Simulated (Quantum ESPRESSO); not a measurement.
**InP: relaxation of the atoms with LDA**

The system is InP.

```
In P
1.0
     0.00000    2.92581    2.92581
     2.91125    0.01456    2.91125
     2.91125    2.91125    0.01456
In P
1 1
Cartesian
  0.0000 0.0000 0.0000
  1.4556 1.4629 1.4629
```

The cell was built by a generator and isn't the measured one.

- Program: Quantum ESPRESSO 7.5
- Task: relaxation of the atoms
- Functional: LDA
- Potentials or basis: PseudoDojo 0.4.1 SR LDA standard
- Cutoff: 1197 eV
- Density cutoff: 4789 eV
- k mesh: 8 × 8 × 8
- Occupations: gaussian, width 0.01 eV
- Spin: no spin polarisation
- Form of the LDA correlation: PW92
- Mixing beta: 0.5
- Most SCF iterations: 120
- SCF threshold: 4e-10 Ry
- Most ionic steps: 40
- Forc conv thr: 0.0001 Ry/bohr
- Etot conv thr: 1e-05 Ry
- Tstress: yes
- Ion dynamics: bfgs

The energy gained by relaxing is 0.2 meV/atom and the ionic steps are 4. The pressure after relaxing is 0.0 GPa and the band gap on the k mesh is 0.56 eV, direct.

Stress tensor (GPa, compression positive):
```
 0.00  0.00  0.00
 0.00  0.00 -0.46
 0.00 -0.46  0.00
```

The path:
| step | energy change (eV) | largest force (eV/Å) | pressure (GPa) |
| --- | --- | --- | --- |
| 1 | 0.0000 | 0.0834 | 0.01 |
| 2 | -0.0002 | 0.0550 | 0.01 |
| 3 | -0.0004 | 0.0235 | 0.00 |
| 4 | -0.0004 | 0.0002 | 0.00 |

Final structure:
```
In P
1.0
     0.00000    2.92581    2.92581
     2.91125    0.01456    2.91125
     2.91125    2.91125    0.01456
In P
1 1
Cartesian
  0.0050 0.0000 0.0000
  1.4506 1.4629 1.4629
```

Levels at points of the mesh, in eV from the valence-band top:
```csv
k point,band 6,band 7,band 8,band 9,band 10,band 11,band 12,band 13
"(0.00, 0.00, 0.00)",-11.73,-0.07,-0.03,0.00,0.56,3.88,3.93,3.99
"(0.00, 0.00, -0.50)",-9.90,-5.97,-1.09,-1.06,1.28,4.64,4.66,6.92
"(0.00, -0.50, -0.50)",-9.22,-6.00,-2.51,-2.40,1.53,2.09,9.10,9.50
"(-0.50, 0.00, 0.00)",-9.93,-5.99,-1.05,-1.01,1.37,4.69,4.71,6.94
"(-0.50, 0.00, -0.50)",-9.22,-6.00,-2.46,-2.46,1.54,2.08,9.08,9.51
```

Run time: 9.9 min on 1 thread of AMD EPYC 7571, with other jobs on the host, peak memory 0.15 GiB.

Caveat: spin-orbit coupling is left out, which moves the levels of the heavy elements.
